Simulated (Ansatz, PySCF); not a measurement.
## Pb(NCS)2 in two programs

Pb(NCS)2 (singlet), relaxed with PySCF 2.14.0, RKS PBE0, Pb def2-SVP with ECP60, N def2-SVP, C def2-SVP, S def2-SVP; non-relativistic Hamiltonian with scalar-relativistic core potentials where named; density fitting; no spin-orbit coupling:

```xyz
7

Pb    0.0183    1.4738    0.0000
N    -0.0003   -0.0242    1.5956
C    -0.0046   -0.3719    2.7435
S    -0.0108   -0.8669    4.2485
N    -0.0003   -0.0242   -1.5956
C    -0.0046   -0.3719   -2.7435
S    -0.0108   -0.8669   -4.2485
```

There the HOMO–LUMO gap is 3.35 eV. 

The same geometry by Ansatz 0.2.0 (PBE, PAW, a periodic box with 9 Å of vacuum):

```tsv
spin-orbit coupling	gap (eV)	largest force component (eV/Å)
without	1.89	0.58
```

Q: What does the run with spin-orbit coupling give?

A: gap (eV): 1.78, largest force component (eV/Å): 0.63. It took 27 s on 2 threads of Arm Neoverse V1, on a shared host, peak memory 2.4 GiB.

The spin-orbit runs use fully relativistic datasets of their own, so changes of a few hundredths of an eV needn't come from the coupling.

No frequency check is given that shows the relaxed geometry to be a minimum, and it was reached by following one of several unstable modes of a saddle point.

The two programs differ in functional, so their gaps don't test each other.
